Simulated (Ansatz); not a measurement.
# BH5SSiZn: up Jacob's ladder to CCSD(T)

Aim: compute BH5SSiZn with functionals from several rungs and with coupled cluster. The yardstick is the atomisation energy at the CCSD(T) limit.

Method: functionals in def2-TZVPP, the program's frozen cores in correlated methods; program: Ansatz 0.2.0, Gaussian basis.

The runs, in order: LDA (SPW92), PBE-D4, revPBE-D4, BLYP-D4, r2SCAN-D4, B97M-V, PBE0-D4, B3LYP-D4, r2SCANh-D4, r2SCAN0-D4, HSE06-D4, BHLYP-D4, CAM-B3LYP-D4, LC-ωPBE, ωB97X-V, ωB97M-V, B2PLYP, PBE-QIDH; CCSD(T)/def2-SVP; CCSD(T)/def2-TZVPP; MP2/def2-QZVPP; extrapolation to the limit; RPA on PBE.

### 1 Structure used throughout

All runs share one geometry, relaxed beforehand with PBE0-D4 in a triple-zeta def2 set.

9 atoms, charge 0, spin multiplicity 1.

Atoms are counted from 1 here; the program's logs count them from 0.

Bond lengths: B1–Zn2 2.056 Å, B1–H5 1.197 Å, B1–H6 1.197 Å, Zn2–S3 2.187 Å, S3–Si4 2.124 Å, Si4–H7 1.485 Å, Si4–H8 1.485 Å, Si4–H9 1.495 Å. Angles: Zn2–B1–H5 121.8°, Zn2–B1–H6 121.8°, H5–B1–H6 116.4°, B1–Zn2–S3 179.0°, Zn2–S3–Si4 93.2°, S3–Si4–H7 111.0°, S3–Si4–H8 110.9°, S3–Si4–H9 110.7°, H7–Si4–H8 108.8°, H7–Si4–H9 107.7°, H8–Si4–H9 107.7°.

### 2 LDA

This LDA is Slater exchange with PW92 correlation.

in.yaml

```yaml
crystal:
  periodic: [false, false, false]
  atoms:
    - {symbol: B, position_ang: [-0.673857, 2.142560, -1.590754]}
    - {symbol: Zn, position_ang: [0.442379, 1.083508, -0.227613]}
    - {symbol: S, position_ang: [1.653783, -0.012420, 1.225753]}
    - {symbol: Si, position_ang: [0.392959, -1.721237, 1.169305]}
    - {symbol: H, position_ang: [-0.352862, 3.236273, -1.955969]}
    - {symbol: H, position_ang: [-1.679956, 1.698422, -2.062812]}
    - {symbol: H, position_ang: [-0.184233, -2.000380, 2.509003]}
    - {symbol: H, position_ang: [1.144154, -2.918211, 0.712408]}
    - {symbol: H, position_ang: [-0.742358, -1.508505, 0.220690]}
basis:
  gaussian: {orbitals: def2-TZVPP}
hamiltonian: {xc: lda}
output: {orbitals: {seedname: orbitals}}
```

After this run come: PBE-D4 (GGA); revPBE-D4 (GGA); BLYP-D4 (GGA); r2SCAN-D4 (meta-GGA); B97M-V (meta-GGA); PBE0-D4 (hybrid); B3LYP-D4 (hybrid); r2SCANh-D4 (hybrid); r2SCAN0-D4 (hybrid); HSE06-D4 (hybrid); BHLYP-D4 (hybrid); CAM-B3LYP-D4 (range-separated); LC-ωPBE (range-separated); ωB97X-V (range-separated); ωB97M-V (range-separated); B2PLYP (double hybrid); PBE-QIDH (double hybrid); CCSD(T) in def2-SVP; CCSD(T) in def2-TZVPP; MP2 in def2-QZVPP; RPA on PBE orbitals.

Before running them: what should the planned runs give, taken together? Wanted: atomisation energy, CCSD(T)/CBS; farthest beyond LDA; mean size of error, GGA; mean size of error, meta-GGA; mean size of error, hybrid; mean size of error, range-separated; mean size of error, double hybrid; gap, smallest and largest; T1 diagnostic.

**Answer**, as computed:

| quantity | value |
| --- | --- |
| atomisation energy, CCSD(T)/CBS | 2470.2 kJ/mol |
| functionals within 12.4 kJ/mol (0.5 %) | PBE-D4, PBE0-D4, HSE06-D4, CAM-B3LYP-D4, LC-ωPBE, PBE-QIDH |
| farthest beyond LDA | revPBE-D4 (-48.7 kJ/mol) |
| mean size of error, GGA | 33.4 kJ/mol |
| mean size of error, meta-GGA | 30.7 kJ/mol |
| mean size of error, hybrid | 15.7 kJ/mol |
| mean size of error, range-separated | 16.3 kJ/mol |
| mean size of error, double hybrid | 20.3 kJ/mol |
| gap, smallest and largest | 2.26 eV (LDA (SPW92)), 9.39 eV (LC-ωPBE) |
| T1 diagnostic | 0.0139 |
| triples share of the correlation energy | 3.5 % |

**Reading.** The LDA atomisation energy is off by 292.1 kJ/mol (12 %): it overbinds. PBE-D4 is off by -3.1 kJ/mol. Double hybrids carry the basis error of their MP2 part in triple zeta, and no dispersion term here, so their miss is partly the set-up's. Taken by rung, hybrid functionals do best (15.7 kJ/mol on average) and GGA ones worst beyond LDA (33.4 kJ/mol). The gap between the best rungs is small, so their order is not settled. Misses under about 12.4 kJ/mol are within the doubt on the reference itself, which lacks core-valence correlation, relativity and higher excitations. Hartree-Fock recovers 76 % of the binding; the rest is correlation. CCSD(T) in def2-SVP is off by -173.0 kJ/mol, so the small basis spoils what the method gains. The gap grows from 2.3 to 9.4 eV across the functionals, mostly with the share of exact exchange. For Zn the d shell is correlated and the shells below it are frozen.
